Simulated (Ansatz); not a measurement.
**The Ta-Os system: small convex hull in Python**

Wanted for the Ta-Os system: a small convex hull.

All numbers are computed with Ansatz 0.2.0 through its Python package. Level of theory: DFT LDA, plane waves, PAW.

### Step 1. The structure

TaOs3 Pm-3m: It takes space group Pm-3m (No. 221, cubic). The conventional cell has a = 3.915 Å, b = 3.915 Å, c = 3.915 Å, α = 90.00°, β = 90.00°, γ = 90.00°. Ta (site symmetry m-3m) has 12 Os at 2.77 Å as nearest neighbours. Os (site symmetry 4/mmm) has 4 Ta at 2.77 Å and 8 Os at 2.77 Å as nearest neighbours.

TaOs3 P-6m2: It takes space group P-6m2 (No. 187, hexagonal). Conventional cell: a = 2.788 Å, b = 2.788 Å, c = 9.087 Å, α = 90.00°, β = 90.00°, γ = 120.00°. Around Ta (site symmetry -6m2) lie 6 Ta at 2.79 Å and 6 Os at 2.89 Å. Os (site symmetry -6m2) is surrounded by 12 Os at 2.68 to 2.79 Å. Os (site symmetry 3m) has 9 Os at 2.68 to 2.79 Å and 3 Ta at 2.89 Å as nearest neighbours.

Ta Im-3m: It takes space group Im-3m (No. 229, cubic). Conventional cell: a = 3.303 Å, b = 3.303 Å, c = 3.303 Å, α = 90.00°, β = 90.00°, γ = 90.00°. Ta (site symmetry m-3m) has 8 Ta at 2.86 Å as nearest neighbours.

Os P6_3/mmc: Symmetry: P6_3/mmc, No. 194, hexagonal system. The conventional cell has a = 2.734 Å, b = 2.734 Å, c = 4.320 Å, α = 90.00°, β = 90.00°, γ = 120.00°. Os (site symmetry -6m2) is surrounded by 12 Os at 2.68 to 2.73 Å.

taos3_taos3_pm_3m.vasp, read by the script:

```text
TaOs3
1.0
   3.91497248    0.00000000    0.00000000
   0.00000000    3.91497248    0.00000000
   0.00000000    0.00000000    3.91497248
Ta Os
1 3
Direct
   0.00000000    0.00000000    0.00000000
   0.00000000    0.50000000    0.50000000
   0.50000000    0.00000000    0.50000000
   0.50000000    0.50000000    0.00000000
```

Input file taos3_taos3_p_6m2.vasp:

```text
TaOs3
1.0
   2.78764578    0.00000000    0.00000000
  -1.39382289    2.41417206    0.00000000
   0.00000000    0.00000000    9.08698700
Ta Os
1 3
Direct
   0.66666667    0.33333333    0.00000000
   0.66666667    0.33333333    0.50000000
   0.33333333    0.66666667    0.26478600
   0.33333333    0.66666667    0.73521400
```

taos3_ta.vasp, read by the script:

```text
Ta
1.0
  -1.65128000    1.65128000    1.65128000
   1.65128000   -1.65128000    1.65128000
   1.65128000    1.65128000   -1.65128000
Ta
1
Direct
   0.00000000    0.00000000    0.00000000
```

taos3_os_cell.cif, read by the script:

```cif
data_Os
_cell_length_a 2.734100
_cell_length_b 2.734100
_cell_length_c 4.319700
_cell_angle_alpha 90.00000
_cell_angle_beta 90.00000
_cell_angle_gamma 120.00000
_symmetry_space_group_name_H-M 'P 1'
_symmetry_Int_Tables_number 1
loop_
_symmetry_equiv_pos_as_xyz
'x, y, z'
loop_
_atom_site_label
_atom_site_type_symbol
_atom_site_fract_x
_atom_site_fract_y
_atom_site_fract_z
Os1 Os    0.333333    0.666667    0.250000
Os2 Os    0.666667    0.333333    0.750000
```

### Step 2. The code

File hull_taos3.py:

```python
# -*- coding: utf-8 -*-
from collections import Counter
from dataclasses import dataclass
import warnings

import ansatz
from ase.io import read
import matplotlib.pyplot as plt
import numpy as np


@dataclass
class Options:
    xc: str = "lda"
    scf_tol: float = 1e-08
    max_scf: int = 100
    kspacing: float = 0.26
    occupations: str = "cold"
    width_ev: float = 0.05


opts = Options()


def ground_state(name, crystal):
    calc = crystal.calculation()
    calc = calc.functional(opts.xc).basis(16 * ansatz.Ha)
    calc = calc.scf(tolerance=opts.scf_tol, max_iterations=opts.max_scf).mixing("msr1")
    calc = calc.kpoints(spacing=opts.kspacing).occupations(opts.occupations, width=opts.width_ev)
    calc = calc.relax(force_tolerance=0.03, max_steps=40, fix_cell=["shape"])
    return calc.run(threads=1, backend="cpu")


def counts(outcome):
    return Counter(site.symbol for site in outcome.lattice.sites)

def formation_energy(outcome, mu):
    n = counts(outcome)
    return (outcome.report["energy_sigma0_ev"] - sum(k * mu[element] for element, k in n.items())) / sum(n.values())


def main():
    warnings.simplefilter("ignore")

    phases = {}
    atoms = read("taos3_taos3_pm_3m.vasp", format="vasp")
    taos3_pm_3m = ansatz.Crystal.from_ase(atoms)
    phases["TaOs3 Pm-3m"] = taos3_pm_3m
    atoms = read("taos3_taos3_p_6m2.vasp", format="vasp")
    taos3_p_6m2 = ansatz.Crystal.from_ase(atoms)
    phases["TaOs3 P-6m2"] = taos3_p_6m2
    atoms = read("taos3_ta.vasp", format="vasp")
    ta = ansatz.Crystal.from_ase(atoms)
    phases["Ta"] = ta
    atoms = read("taos3_os_cell.cif")
    os_cell = ansatz.Crystal.from_ase(atoms)
    phases["Os"] = os_cell

    done = {name: ground_state(name, crystal) for name, crystal in phases.items()}

    references = {"Ta": "Ta", "Os": "Os"}
    mu = {element: done[name].report["energy_sigma0_ev"] / len(done[name].lattice.sites) for element, name in references.items()}
    points = sorted((counts(o)["Os"] / len(o.lattice.sites), formation_energy(o, mu), name) for name, o in done.items())

    hull = []
    for x, e, _ in points:
        while len(hull) > 1 and (hull[-1][0] - hull[-2][0]) * (e - hull[-2][1]) - (hull[-1][1] - hull[-2][1]) * (x - hull[-2][0]) <= 0:
            hull.pop()
        hull.append((x, e))
    rows = [(name, x, e, e - np.interp(x, *zip(*hull))) for x, e, name in points]
    print("| phase | x(Os) | E_form (eV/atom) | above hull (eV/atom) |")
    print("| --- | --- | --- | --- |")
    for row in rows:
        print(f"| {row[0]} | {row[1]:.3f} | {row[2]:.4f} | {row[3]:.4f} |")
    print("on the hull of these phases:", ", ".join(row[0] for row in rows if row[3] < 1e-6))
    stable = [row for row in rows if row[3] < 1e-6]
    plt.figure(figsize=(4.5, 3.2))
    plt.plot([row[1] for row in stable], [row[2] for row in stable], "k-o")
    plt.plot([row[1] for row in rows], [row[2] for row in rows], "r.")
    plt.xlabel("fraction of Os")
    plt.ylabel("formation energy (eV/atom)")
    plt.tight_layout()
    plt.savefig("hull.png", dpi=100)


if __name__ == "__main__":
    main()
```

### Step 3. Running it

On the command line:

```bash
python hull_taos3.py
```

What it wrote:

```text
| phase | x(Os) | E_form (eV/atom) | above hull (eV/atom) |
| --- | --- | --- | --- |
| Ta | 0.000 | 0.0000 | 0.0000 |
| TaOs3 Pm-3m | 0.750 | -0.1307 | 0.0000 |
| TaOs3 P-6m2 | 0.750 | 0.0236 | 0.1543 |
| Os | 1.000 | 0.0000 | 0.0000 |
on the hull of these phases: Ta, TaOs3 Pm-3m, Os
```

Run time: 65 s. Hardware: 1 thread of Arm Neoverse V1, shared host; peak memory 0.5 GiB.

### Step 4. What each run gave

From the records of these 4 runs:

```tsv
run	system	space group at the end	energy (eV/atom)	from the elements (meV/atom)	final volume (Å³/atom)	pressure (GPa)	SCF cycles in all	CPU time (s)
1	TaOs3 (4 atoms)	Pm-3m	-10759.6484	-130.7	14.49	-0.03	30	12
2	TaOs3 (4 atoms)	P-6m2	-10759.4941	23.6	14.57	0.01	43	39
3	Ta (1 atom)	Im-3m	-9682.6196	0.0	17.22	-0.01	23	3.6
4	Os (2 atoms)	P6_3/mmc	-11118.4838	0.0	13.70	0.04	22	8.1
```

Energies are extrapolated to zero smearing width, as in the script. Totals carry meaning only in balanced differences at one level of theory.

### Step 5. The relaxation of run 1, step by step

The steps of the relaxation:

```
step  E - E(step 1) (eV/cell)  largest force component (eV/Å)  pressure (GPa)  volume (Å³)
   1                   0.0000                          0.0000          -12.03        60.00
   2                   0.5503                          0.0000           42.91        52.81
   3                  -0.0783                          0.0000           -2.01        58.27
   4                  -0.0804                          0.0000           -0.03        57.95
   5                  -0.0797                          0.0000           -0.03        57.95
```

Step 1 is the start. Step 5 repeats the geometry before it on a plane-wave basis chosen anew for that cell, so its energy need not be comparable with the rows above. Step 2 was tried and not accepted.

|  | before | after | change |
| --- | --- | --- | --- |
| a (Å) | 3.915 | 3.870 | -1.2 % |
| b (Å) | 3.915 | 3.870 | -1.2 % |
| c (Å) | 3.915 | 3.870 | -1.2 % |
| volume (Å³/atom) | 15.00 | 14.49 | -3.4 % |
| shortest distance (Å) | 2.768 | 2.736 | -1.2 % |
| space group (0.01 Å) | Pm-3m | Pm-3m | same |

The run keeps the 48 symmetry operations of the start, so it could not have lowered the symmetry.

### Step 6. How the relaxation of run 2 went

The steps of the relaxation:

| step | E - E(step 1) (eV/cell) | largest force component (eV/Å) | pressure (GPa) | volume (Å³) |
| --- | --- | --- | --- | --- |
| 1 | 0.0000 | 0.4076 | -16.22 | 61.15 |
| 2 | 0.5870 | 0.4663 | 46.52 | 52.62 |
| 3 | -0.1497 | 0.1235 | -2.87 | 58.73 |
| 4 | -0.1541 | 0.0129 | 0.26 | 58.25 |
| 5 | -0.1542 | 0.0002 | 0.00 | 58.29 |
| 6 | -0.1532 | 0.0000 | 0.01 | 58.29 |

Step 1 is the start. Step 6 repeats the geometry before it on a plane-wave basis chosen anew for that cell, so its energy need not be comparable with the rows above. Step 2 was tried and not accepted.

|  | before | after | change |
| --- | --- | --- | --- |
| a (Å) | 2.788 | 2.743 | -1.6 % |
| b (Å) | 2.788 | 2.743 | -1.6 % |
| c (Å) | 9.087 | 8.943 | -1.6 % |
| volume (Å³/atom) | 15.29 | 14.57 | -4.7 % |
| shortest distance (Å) | 2.676 | 2.629 | -1.7 % |
| space group (0.01 Å) | P-6m2 | P-6m2 | same |

The run keeps the 12 symmetry operations of the start, so it could not have lowered the symmetry.

### Step 7. Results

| quantity | value |
| --- | --- |
| on the hull of these phases | Ta, TaOs3 Pm-3m, Os |
| runs compared | 4 |
| energy of TaOs3 (run 1) from the elements | -131 meV/atom |
| energy of TaOs3 (run 2) from the elements | 24 meV/atom |

In words: Among these few phases the hull runs through Ta, TaOs3 Pm-3m, Os; other phases, not tried, may lie lower. TaOs3 lies 131 meV/atom below its elements, the most of the cells tried. In CPU time, run 2 cost about 11 times as much as run 3. In run 1, over 2 moves the cell shrank by 3.4 % in volume, and the space group stayed Pm-3m. In run 2, over 3 moves the cell shrank by 4.7 % in volume, and the space group stayed P-6m2. What to keep in mind:
- For the metals among these cells the mesh is coarse, so their volumes and pressures are rough.
- The program warned that this SCF threshold is loose for forces or stresses.
- Atoms and volume are relaxed with the cell's shape held, which in cells of lower than cubic symmetry can hide stresses and shift volumes.
- Spin-orbit coupling, which matters for elements this heavy, is left out.
- Differences under about 40 meV an atom lie within the error of mesh and functional, so such verdicts may flip; only the cells listed enter the hull. Whether this is the phase that is stable at ambient conditions was not tested.
